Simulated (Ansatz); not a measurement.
Here is an Ansatz input file for CH6N2SSn, SMILES [NH2][Sn]1([SH])[CH2][NH]1. Write the same calculation for the Python package.

```yaml
crystal:
  periodic: [false, false, false]
  atoms:
    - { symbol: "N", position_ang: [-0.5668, 1.299, 1.6409] }
    - { symbol: Sn, position_ang: [0.4334, 0.4249, 0.1126] }
    - { symbol: S, position_ang: [1.4641, 1.9318, -1.4655] }
    - { symbol: C, position_ang: [0.0413, -1.5528, -0.4105] }
    - { symbol: "N", position_ang: [-0.9719, -0.7047, -1.0344] }
    - { symbol: H, position_ang: [0.0602, 1.9776, 2.1301] }
    - { symbol: H, position_ang: [-0.8636, 0.5936, 2.3028] }
    - { symbol: H, position_ang: [2.1466, 0.8803, -2.1426] }
    - { symbol: H, position_ang: [-0.4607, -2.1727, 0.4468] }
    - { symbol: H, position_ang: [0.6469, -2.0266, -1.1291] }
    - { symbol: H, position_ang: [-1.864, -0.7073, -0.4306] }
basis:
  gaussian:
    orbitals: def2-SVP
hamiltonian:
  xc: cam_b3lyp
output:
  orbitals: {}
  forces: true
```

The script, `energy_ch6n2ssn.py`:
```python
"""Single point of CH6N2SSn."""

from pathlib import Path
import warnings

import ansatz
import numpy as np

BASIS = "def2-SVP"
XC = "cam_b3lyp"

warnings.simplefilter("ignore", ansatz.DeckWarning)

geometry_ang = [
    ("N", (-0.5668, 1.299, 1.6409)),
    ("Sn", (0.4334, 0.4249, 0.1126)),
    ("S", (1.4641, 1.9318, -1.4655)),
    ("C", (0.0413, -1.5528, -0.4105)),
    ("N", (-0.9719, -0.7047, -1.0344)),
    ("H", (0.0602, 1.9776, 2.1301)),
    ("H", (-0.8636, 0.5936, 2.3028)),
    ("H", (2.1466, 0.8803, -2.1426)),
    ("H", (-0.4607, -2.1727, 0.4468)),
    ("H", (0.6469, -2.0266, -1.1291)),
    ("H", (-1.864, -0.7073, -0.4306)),
]
system = ansatz.Crystal.molecule()
for symbol, xyz in geometry_ang:
    system = system.atom(symbol, xyz)

base = (
    system.calculation()
    .basis(gaussian=BASIS)
    .functional(XC)
    .forces()
    .orbitals()
)
result = base.run(threads=1, pin="off", runs_dir="ch6n2ssn_runs")
r = result.report

for key in ("converged", "free_energy_ev", "reference_energy_ev", "n_frozen", "n_occupied", "n_virtual"):
    print(f"{key:22s} {r[key]}")

state = r["mean_field"]["state"]
print(f"mean field: {state['energy']['hartree']:.7f} Ha, <S^2> = {abs(state['spin_squared']):.4f}, stability: {state.get('stability', {}).get('kind')}")

symbols = [site.symbol for site in system.cartesian_sites]
print("forces (eV/A)")
for symbol, f in zip(symbols, r["forces_ev_ang"]):
    print(f"  {symbol:2s} {f[0]:9.4f} {f[1]:9.4f} {f[2]:9.4f}")

charges = r["charge_distribution"]
print("dipole moment", round(4.803205 * float(np.linalg.norm(charges["dipole_moment_e_ang"])), 3), "D")
print("Mulliken:", [(s, round(q, 3)) for s, q in zip(symbols, charges["mulliken_charges_e"])])

lines = Path(r["orbitals_path"]).read_text().splitlines()
field_of = lambda key: [line.split("=")[1].strip() for line in lines if line.startswith(key)]
orbitals = [(27.211386 * float(e), s, float(n)) for e, s, n in zip(field_of("Ene="), field_of("Spin="), field_of("Occup="))]
homo = max(e for e, _, n in orbitals if n > 0.5)
lumo = min(e for e, _, n in orbitals if n < 0.5)
print(f"HOMO {homo:.3f} eV, LUMO {lumo:.3f} eV, gap {lumo - homo:.3f} eV")
```

```console
$ python energy_ch6n2ssn.py
converged              True
free_energy_ev         -20770.643408178472
reference_energy_ev    -20770.643408178472
n_frozen               0
n_occupied             [32, 32]
n_virtual              [84, 84]
mean field: -763.3070664 Ha, <S^2> = 0.0000, stability: minimum
forces (eV/A)
  N     0.7058    1.1698    0.1472
  Sn    0.5360    0.2885   -0.5415
  S     0.8118   -0.9283   -0.6668
  C    -3.5657   -0.5023    2.2275
  N    -1.4102    0.5349    1.1527
  H    -0.7493   -0.7390   -0.3180
  H    -0.0405   -0.1377    0.3775
  H    -0.8162    1.1774    0.8870
  H     1.7182    0.3984   -1.4077
  H     1.2665   -1.0773   -0.6628
  H     1.5435   -0.1843   -1.1951
dipole moment 3.879 D
Mulliken: [('N', -0.396), ('Sn', 0.455), ('S', -0.221), ('C', 0.022), ('N', -0.453), ('H', 0.137), ('H', 0.125), ('H', 0.088), ('H', 0.061), ('H', 0.063), ('H', 0.119)]
HOMO -6.609 eV, LUMO -0.749 eV, gap 5.860 eV
```

What to keep in mind:
- Total energies depend on the basis set; only differences at equal settings carry meaning.
- The geometry is a force-field or estimated start, not a minimum of this method, and the basis set is short of its limit.
- def2 sets replace the cores of elements past krypton by effective core potentials.
- Levels such as HOMO and LUMO are orbital energies: with these approximate functionals they aren't the ionisation energy and electron affinity, and their gap isn't the fundamental gap.
- Timing: 7.3 s on 1 thread of Arm Neoverse V2 (shared host), peak memory 0.38 GiB.

(A comment or docstring line of the script was reworded after the run, the code is as it ran; lines on the test bed's own set-up are left out of the output.)
